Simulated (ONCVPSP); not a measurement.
# F: generating and testing an ONCV potential

Aim: build the potential from the settings below, then test how well it stands in for the atom: other configurations, scattering, ghost states and the plane-wave cutoff that it needs.

Method: ONCVPSP 4.0.1.1 (patched build), LDA (Perdew-Wang 92), scalar-relativistic.

## 1. Starting point

Typed settings, in words:

* element: fluorine (F, Z = 9)
* type: optimised norm-conserving Vanderbilt (ONCV)
* frozen core: [He]
* valence charge: 7
* reference configuration: 2s2 2p4 (charge +1)
* partial waves: 2s: rc 0.75 bohr, ncon 5, nbas 9, qcut 9.8 1/bohr, 2 projectors, debl 2.7 Ha; 2p: rc 0.85 bohr, ncon 4, nbas 7, qcut 8 1/bohr, 3 projectors, debl 2.5 Ha; d scattering state at 0.04 Ha: rc 0.90 bohr, ncon 5, nbas 8, qcut 11.5 1/bohr, 2 projectors, debl 2.2 Ha
* local potential: polynomial inside 0.45 bohr (lpopt 5, dvloc0 4 Ha)
* core correction: Teter function fitted to the true core (icmod 2), fcfact 0.7

An earlier all-electron run gives the scale for the radii.

All-electron outer shells of the reference configuration (LDA (PZ), scalar-relativistic, ld1.x):

```
shell  level (eV)  outermost node (bohr)  outermost maximum (bohr)
   1s     -679.68                      –                      0.12
   2s      -47.07                   0.24                      0.75
   2p      -28.45                      –                      0.68
```

## 2. Generation

F.dat reads:

```
# ATOM AND REFERENCE CONFIGURATION
# atsym  z   nc   nv     iexc    psfile
  F 9.00    1    2  -001012      upf
#
#   n    l    f
    1    0    2.00
    2    0    2.00
    2    1    4.00
#
# PSEUDOPOTENTIAL AND OPTIMIZATION
# lmax
    2
#
#   l,   rc,      ep,       ncon, nbas, qcut
    0    0.75    0.00    5    9    9.80
    1    0.85    0.00    4    7    8.00
    2    0.90    0.04    5    8   11.50
#
# LOCAL POTENTIAL
# lloc, lpopt,  rc(5),   dvloc0
    4    5    0.45    4.00
#
# VANDERBILT-KLEINMAN-BYLANDER PROJECTORs
# l, nproj, debl
    0    2    2.70
    1    3    2.50
    2    2    2.20
#
# MODEL CORE CHARGE
# icmod, fcfact, rcfact
    2    0.70    0.85
#
# LOG DERIVATIVE ANALYSIS
# epsh1, epsh2, depsh
   -3.00    5.00    0.02
#
# OUTPUT GRID
# rlmax, drl
    6.00    0.01
#
# TEST CONFIGURATIONS
# ncnf
    4
# nvcnf
#   n    l    f
    2
    2    0    2.00
    2    1    5.00
#
    2
    2    0    2.00
    2    1    3.00
#
    2
    2    0    2.00
    2    1    2.00
#
    2
    2    0    1.00
    2    1    6.00
#
```

Run with:

```console
$ oncvpsp.x < F.dat > F.out
```

Before running it: what results should come out? Wanted: cutoffs for 1 and 0.1 mHa per electron, occupied waves; bound ghosts; GHOST(+) flags; largest test error; largest phase difference near zero energy, channels read; rms error of d²Exc/dn², without and with the model core.

**Answer**, as computed:

```
                                                quantity                  value
  cutoffs for 1 and 0.1 mHa per electron, occupied waves      189 Ha and 325 Ha
                                            bound ghosts        p at -167.65 eV
                                          GHOST(+) flags           p at 2613 eV
                            largest test error (AE − PS)  +159 meV, for 2s2 2p2
largest phase difference near zero energy, channels read              0.000 rad
 rms error of d²Exc/dn², without and with the model core      3.69 and 1.84 mHa
```

What this shows: It has a bound ghost (p), a state that the atom doesn't have, and that rules the file out. By total energies transferability is fair for so large an energy: the largest error is 159 meV on 99.3 eV, for 2s2 2p2. That test lies far up in energy; among those under 40 eV, nearer to bonding, the largest error is 51 meV. The potential is very hard: the looser tolerance needs 189 Ha. At the looser tolerance the 2p wave is the slowest; 2s needs 78 Ha. Near zero energy the phases of the channels with partial waves agree within 0.001 rad. The program also flags highly localised states, GHOST(+) (p). All of this concerns the isolated atom, not yet a solid.
